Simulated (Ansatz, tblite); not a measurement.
# C16H10S6: a ladder of methods and basis sets

One table from this session's results is given with a row withheld; the runs are named, their logs left out.

Program: Ansatz 0.2.0, Gaussian basis. Level of theory: as each input shows. These are calculated values, not measurements.

Levels to be run: GFN1-xTB, GFN2-xTB, PBE-D4/def2-TZVP, r2SCAN-D4/def2-TZVP, PBE-D4/def2-SVP, PBE0-D4/def2-SVP.

1 further run of the same task is left out (set aside as unsound or not needed).

**The geometry**

The geometry is that of the singlet, from an earlier relaxation (PBE-D4/def2-SVP).

SMILES `Sc1ccc(-c2ccc(-c3ccc(-c4ccc(S)s4)s3)s2)s1`, 32 atoms, charge 0, spin multiplicity 1.

Bond lengths: S1–C2 1.761 Å, S1–H23 1.369 Å, C2–C3 1.389 Å, C2–S22 1.751 Å, C3–C4 1.419 Å, C3–H24 1.097 Å, C4–C5 1.396 Å, C4–H25 1.098 Å, C5–C6 1.443 Å, C5–S22 1.753 Å, C6–C7 1.396 Å, C6–S21 1.753 Å, C7–C8 1.414 Å, C7–H26 1.099 Å, C8–C9 1.397 Å, C8–H27 1.099 Å, C9–C10 1.440 Å, C9–S21 1.753 Å and more. Angles: C2–S1–H23 97.7°, S1–C2–C3 127.1°, S1–C2–S22 121.8°, C3–C2–S22 110.8°, C2–C3–C4 113.2°, C2–C3–H24 122.2°, C4–C3–H24 124.6°, C3–C4–C5 113.5°, C3–C4–H25 123.9°, C5–C4–H25 122.5°, C4–C5–C6 129.0°, C4–C5–S22 110.3°, C6–C5–S22 120.7°, C5–C6–C7 129.3°, C5–C6–S21 120.4°, C7–C6–S21 110.3°, C6–C7–C8 113.6°, C6–C7–H26 122.5° and more.

PBE0-D4/def2-TZVP was run before; its log isn't repeated, and its numbers join the tables.

Set-up of the first run:

Tight binding, by tblite at 300 K electronic temperature and without a spin-polarisation term:

```python
tblite.interface.Calculator('GFN1-xTB', numbers, positions, charge=0, uhf=0).singlepoint()
```

Tight binding, by tblite at 300 K electronic temperature and without a spin-polarisation term:

```python
tblite.interface.Calculator('GFN2-xTB', numbers, positions, charge=0, uhf=0).singlepoint()
```

start.molden holds the orbitals of an earlier run on this state, given as this run's starting guess.

Contents of in.yaml:

```yaml
crystal:
  periodic: [false, false, false]
  atoms:
    - {symbol: S, position_ang: [8.835301, 0.619237, 0.041636]}
    - {symbol: C, position_ang: [7.132610, 0.346782, 0.401096]}
    - {symbol: C, position_ang: [6.568379, 0.101257, 1.646221]}
    - {symbol: C, position_ang: [5.151054, 0.034317, 1.613985]}
    - {symbol: C, position_ang: [4.612344, 0.226997, 0.340148]}
    - {symbol: C, position_ang: [3.231191, 0.194365, -0.076331]}
    - {symbol: C, position_ang: [2.693499, 0.261583, -1.362589]}
    - {symbol: C, position_ang: [1.281457, 0.196902, -1.389654]}
    - {symbol: C, position_ang: [0.703847, 0.079817, -0.122880]}
    - {symbol: C, position_ang: [-0.686754, -0.010020, 0.239145]}
    - {symbol: C, position_ang: [-1.267839, -0.131062, 1.502940]}
    - {symbol: C, position_ang: [-2.680254, -0.191472, 1.473321]}
    - {symbol: C, position_ang: [-3.215540, -0.117094, 0.185624]}
    - {symbol: C, position_ang: [-4.593861, -0.146140, -0.234171]}
    - {symbol: C, position_ang: [-5.134663, -0.097141, -1.516287]}
    - {symbol: C, position_ang: [-6.553996, -0.148778, -1.544966]}
    - {symbol: C, position_ang: [-7.113988, -0.237810, -0.276612]}
    - {symbol: S, position_ang: [-8.802513, -0.330518, 0.220164]}
    - {symbol: S, position_ang: [-5.881152, -0.260156, 0.960127]}
    - {symbol: S, position_ang: [-1.930727, 0.029753, -0.998227]}
    - {symbol: S, position_ang: [1.948935, 0.055037, 1.111448]}
    - {symbol: S, position_ang: [5.890377, 0.532375, -0.819475]}
    - {symbol: H, position_ang: [9.041033, -0.494018, -0.728603]}
    - {symbol: H, position_ang: [7.178658, -0.039045, 2.547511]}
    - {symbol: H, position_ang: [4.527140, -0.174470, 2.493492]}
    - {symbol: H, position_ang: [3.321176, 0.347879, -2.260838]}
    - {symbol: H, position_ang: [0.683201, 0.231546, -2.310787]}
    - {symbol: H, position_ang: [-0.671773, -0.175396, 2.425412]}
    - {symbol: H, position_ang: [-3.307951, -0.288830, 2.370452]}
    - {symbol: H, position_ang: [-4.510417, -0.026945, -2.418395]}
    - {symbol: H, position_ang: [-7.152447, -0.122671, -2.465722]}
    - {symbol: H, position_ang: [-9.296317, -0.266250, -1.047198]}
basis:
  gaussian: {orbitals: def2-TZVP, fitting: {mean_field: def2-universal-jkfit}, initial_orbitals: start.molden}
hamiltonian: {xc: pbe, dispersion: d4}
scf: {omitted_lower_state_checks: [starts]}
output: {forces: true, orbitals: {seedname: orbitals}}
```

Started as:

```sh
> ansatz run in.yaml --threads 2 --pin off --events-out ev --progress --plain --max-ram 32768MiB --backend cuda --devices 0, --max-vram 18GiB
```

Steps of the session up to this table: PBE-D4/def2-TZVP; r2SCAN-D4/def2-TZVP; PBE-D4/def2-SVP; PBE0-D4/def2-SVP.

One of the session's tables, all rows but one given; the rest of the session is left out.

It belongs to the step «Binding energy». 

| level | binding an atom (eV) |
| --- | --- |
| PBE-D4/def2-SVP | 5.221 |
| PBE-D4/def2-TZVP | 5.164 |
| r2SCAN-D4/def2-TZVP | 4.970 |
| PBE0-D4/def2-SVP | ? |
| PBE0-D4/def2-TZVP | 5.021 |

**Question.** Estimate the row for PBE0-D4/def2-SVP.

**Answer.** binding an atom (eV): 5.075. In the column «binding an atom (eV)» it lies between PBE0-D4/def2-TZVP (5.021) and PBE-D4/def2-TZVP (5.164).

Caveats from the session: Free atoms were run apart at each level; binding is atoms less cluster, divided by the number of atoms, without zero-point or spin-orbit terms.
